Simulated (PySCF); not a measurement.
**SnSe (SMILES [Se][Sn]): CCSD(T)/def2-TZVP (core potential)**

What is the energy change on altering one bond length of SnSe at CCSD(T)/def2-TZVP (core potential)? Input form: a Python script.

The results are computed with PySCF 2.14.0.

1 further run of the same task is left out (set aside as unsound or not needed).

## (1) Starting point

The species is SnSe (2 atoms), meant as a singlet with charge 0. SMILES: `[Se][Sn]`. The coordinates come from a PBE0-D4/def2-TZVP relaxation.

Bond lengths: Se1–Sn2 2.325 Å.

## (2) A single-point energy at CCSD(T)/def2-TZVP (core potential)

The input, calc.py:

```python
# SnSe
from pyscf import gto, cc

molecule = gto.M(
    atom='''
Se   0.000000   0.000000   0.006530
Sn   0.000000   0.000000   2.331810
''',
    spin=0,
    verbose=3,
    max_memory=1860,
    charge=0,
    basis='def2-tzvp',
    ecp={'Sn': 'def2-svp'},
)

mf = molecule.RHF()
mf.conv_tol = 1e-10
mf.kernel()
if not mf.converged:
    mf = mf.newton().run(mf.mo_coeff, mf.mo_occ)

mycc = cc.CCSD(mf, frozen=13)
mycc.kernel()
e_t = mycc.ccsd_t()
etot = mycc.e_tot + e_t
print('E = %.10f Eh' % etot)
```

On the command line:

```bash
OMP_NUM_THREADS=1 python calc.py
```

Log:

```text
converged SCF energy = -2613.25292296228
E(CCSD) = -2613.807521877041  E_corr = -0.5545989147610341
CCSD(T) correction = -0.0241931178180346
E = -2613.8317149949 Eh
```

Run time: 63 s. Hardware: 1 thread of Arm Neoverse V2, shared host; peak memory 0.59 GiB.

## (3) The distorted shape, same level

The input, input.py:

```python
from pyscf import gto, cc

system = gto.M(
    atom='''
Se     0.000000     0.000000    -0.646834
Sn     0.000000     0.000000     4.406482
''',
    unit='bohr',
    verbose=3,
    charge=0,
    spin=0,
    max_memory=1860,
    basis='def2-tzvp',
    ecp={'Sn': 'def2-svp'},
)

mf = system.RHF()
mf.conv_tol = 1e-10
mf.kernel()
if not mf.converged:
    mf = mf.newton().run(mf.mo_coeff, mf.mo_occ)

mycc = cc.CCSD(mf, frozen=13)
mycc.kernel()
e_t = mycc.ccsd_t()
e_final = mycc.e_tot + e_t
print('E = %.10f Eh' % e_final)
```

On the command line:

```bash
OMP_NUM_THREADS=1 python input.py
```

Log:

```text
converged SCF energy = -2613.21674464622
E(CCSD) = -2613.776084133825  E_corr = -0.5593394876052413
CCSD(T) correction = -0.0298695141674281
E = -2613.8059536480 Eh
```

Wall time 63 s (1 thread of Arm Neoverse V2, shared host); peak memory 0.59 GiB.

## (4) Summary of results

At CCSD(T)/def2-TZVP (core potential), 13 core orbitals frozen:

| quantity | value |
| --- | --- |
| first shape: total energy | -2613.83171 Eh |
| first shape: dipole moment (Hartree–Fock density) | 3.89 D |
| first shape: HOMO energy (Hartree–Fock orbitals) | -9.07 eV |
| first shape: LUMO energy (Hartree–Fock orbitals) | -0.02 eV |
| first shape: HOMO–LUMO gap (Hartree–Fock orbitals) | 9.05 eV |
| first shape: correlation energy (13 core orbitals frozen) | -578.8 mEh |
| first shape: (T) correction | -24.19 mEh |
| first shape: T1 diagnostic | 0.020 |
| distorted shape: total energy | -2613.80595 Eh |
| distorted shape: dipole moment (Hartree–Fock density) | 5.93 D |
| distorted shape: HOMO energy (Hartree–Fock orbitals) | -8.20 eV |
| distorted shape: LUMO energy (Hartree–Fock orbitals) | -0.71 eV |
| distorted shape: HOMO–LUMO gap (Hartree–Fock orbitals) | 7.50 eV |
| distorted shape: correlation energy (13 core orbitals frozen) | -589.2 mEh |
| distorted shape: (T) correction | -29.87 mEh |
| distorted shape: T1 diagnostic | 0.033 |
| energy change with the Se1–Sn2 bond stretched from 2.325 to 2.674 Å | 0.701 eV |

What this shows: With the Se1–Sn2 bond stretched from 2.325 to 2.674 Å the energy rises by 0.70 eV (67.6 kJ/mol). The first shape isn't relaxed at this level, so the change isn't measured from a minimum. The triples (first shape) make up 4.2 % of the correlation energy. The T1 diagnostic (distorted shape) of 0.033 is above the customary mark for such species, so a single reference may not serve. The triples (distorted shape) make up 5.1 % of the correlation energy.
